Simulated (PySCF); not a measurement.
# CH8Ge2: the cost of one run

Programs: PySCF 2.14.0, with density-fitted response routines of our own. Each step states its level of theory. These are calculated values for one molecule in the gas phase, unless marked as measured. Atoms are numbered from 0 throughout.

## 1. The starting structure

11 atoms, charge 0, multiplicity 1; geometry from: GFN2-xTB. The atoms were then displaced at random by about 0.03 Å, so the start is not that level's minimum.

Bonds of the start (Å): C0–Ge1 1.87, Ge1–Ge2 2.34, C0–H3 1.03, C0–H4 1.14, C0–H5 1.12, Ge1–H6 1.50, Ge1–H7 1.49, Ge2–H8 1.47, Ge2–H9 1.56, Ge2–H10 1.52.

## 2. Optimising the geometry at PBE0-D3(BJ)/def2-SVP

The job: settings as JSON, then the geometry in Å.

```
{"job": {"xc": "PBE0", "basis": "def2-SVP", "d3": "d3bj", "grid": 1, "shake": 0.03, "kind": "geom"}, "charge": 0, "multiplicity": 1}
C     -1.586360     0.679190    -0.030450
Ge    -0.435450    -0.796830    -0.030000
Ge     1.799740    -0.109270     0.026400
H     -2.584820     0.444880    -0.111390
H     -1.446340     1.372870    -0.930510
H     -1.534520     1.366440     0.850530
H     -0.734300    -1.687110     1.140370
H     -0.635070    -1.623670    -1.253720
H      2.209130     0.864950    -0.994440
H      2.216990     0.624480     1.338260
H      2.839920    -1.216080    -0.026090
```

Command:

```
$ OMP_NUM_THREADS=1 python probes_run.py task.json out
```

The driver reads the jobs from task.json and runs them one after another.

**Question.** How long does this first job take on 1 thread of Intel Xeon 6975P-C, shared host, and how much memory does it need?

About 22 s, with a peak of 0.48 GiB.
